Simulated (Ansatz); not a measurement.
This script for Ansatz 0.2.0, Python API starts 6 runs on CHFNOSn, SMILES O=C=[N][SnH][F]. What input does the engine get in each?

`methods_chfnosn.py`:
```python
"""One geometry of CHFNOSn, method by method."""

from pathlib import Path

import ansatz as az
import numpy as np

geometry_ang = [
    ("O", (1.2586, -2.1826, -1.3407)),
    ("C", (0.5961, -1.5494, -0.4538)),
    ("N", (-0.0592, -0.9384, 0.456)),
    ("Sn", (0.0401, 1.1295, 0.5228)),
    ("F", (-0.8183, 1.8004, -1.1289)),
    ("H", (-0.9752, 1.6765, 1.8983)),
]
molecule = az.Crystal.molecule()
for symbol, xyz in geometry_ang:
    molecule = molecule.atom(symbol, xyz)

job = (
    molecule.calculation()
    .basis(gaussian="def2-SVP")
    .spin("collinear", total=1)  # two spin channels
)

print("functional    E (Ha)        dipole (D)   HOMO (eV)  LUMO (eV)")
for name in ["pbe0", "revpbe", "r2scan0", "lc_wpbe", "blyp", "b3lyp"]:
    summary = job.functional(name).forces().orbitals().run(runs_dir="runs").report
    lines = Path(summary["orbitals_path"]).read_text().splitlines()
    field_of = lambda key: [line.split("=")[1].strip() for line in lines if line.startswith(key)]
    orbitals = [(27.211386 * float(e), s, float(n)) for e, s, n in zip(field_of("Ene="), field_of("Spin="), field_of("Occup="))]
    homo = max(e for e, _, n in orbitals if n > 0.5)
    lumo = min(e for e, _, n in orbitals if n < 0.5)
    dipole = 4.803205 * np.linalg.norm(summary["charge_distribution"]["dipole_moment_e_ang"])
    print(f"{name:10s} {summary['free_energy_ev'] / 27.211386246:14.6f} {dipole:9.3f} {homo:11.3f} {lumo:10.3f}")
```

Run 1:
```yaml
crystal:
  periodic: [false, false, false]
  atoms:
    - { symbol: O, position_ang: [1.2586, -2.1826, -1.3407] }
    - { symbol: C, position_ang: [0.5961, -1.5494, -0.4538] }
    - { symbol: "N", position_ang: [-0.0592, -0.9384, 0.456] }
    - { symbol: Sn, position_ang: [0.0401, 1.1295, 0.5228] }
    - { symbol: F, position_ang: [-0.8183, 1.8004, -1.1289] }
    - { symbol: H, position_ang: [-0.9752, 1.6765, 1.8983] }
basis:
  gaussian:
    orbitals: def2-SVP
hamiltonian:
  xc: pbe0
magnetization:
  spin_polarized: true
  initial_magnetization: 1.0
output:
  orbitals: {}
  forces: true
```

Run 2, against run 1:
```diff
-  xc: pbe0
+  xc: revpbe
```

Run 3, against run 1:
```diff
-  xc: pbe0
+  xc: r2scan0
```

Run 4, against run 1:
```diff
-  xc: pbe0
+  xc: lc_wpbe
```

Run 5, against run 1:
```diff
-  xc: pbe0
+  xc: blyp
```

Run 6, against run 1:
```diff
-  xc: pbe0
+  xc: b3lyp
```

Output of `python methods_chfnosn.py`:
```text
functional    E (Ha)        dipole (D)   HOMO (eV)  LUMO (eV)
pbe0          -482.324458     3.669      -7.334     -4.436
revpbe        -482.587998     3.167      -6.050     -5.043
r2scan0       -482.475204     3.865      -7.674     -4.263
lc_wpbe       -482.457555     3.789      -9.853     -2.176
blyp          -482.530179     3.101      -5.900     -5.107
b3lyp         -482.673485     3.534      -7.058     -4.752
```

What to keep in mind:
- These settings explore the input space; basis and method may be short of convergence.
- The geometry is a force-field or estimated start, not a minimum of this method, and the basis set is short of its limit. A lower total doesn't mark the better method: functionals have no common bound, and MP2 and coupled cluster aren't variational.
- def2 sets replace the cores of elements past krypton by effective core potentials.
- The species is open-shell (spin multiplicity 2).
- b3lyp holds the VWN-RPA fit, as in Gaussian; the form of ORCA and Turbomole is b3lyp5.
- Levels such as HOMO and LUMO are orbital energies: with these approximate functionals they aren't the ionisation energy and electron affinity, and their gap isn't the fundamental gap.
- The whole script took 38 s on 1 thread of Arm Neoverse V1 (shared host), peak memory 0.36 GiB.

(Lines on the test bed's own set-up are left out of the output.)
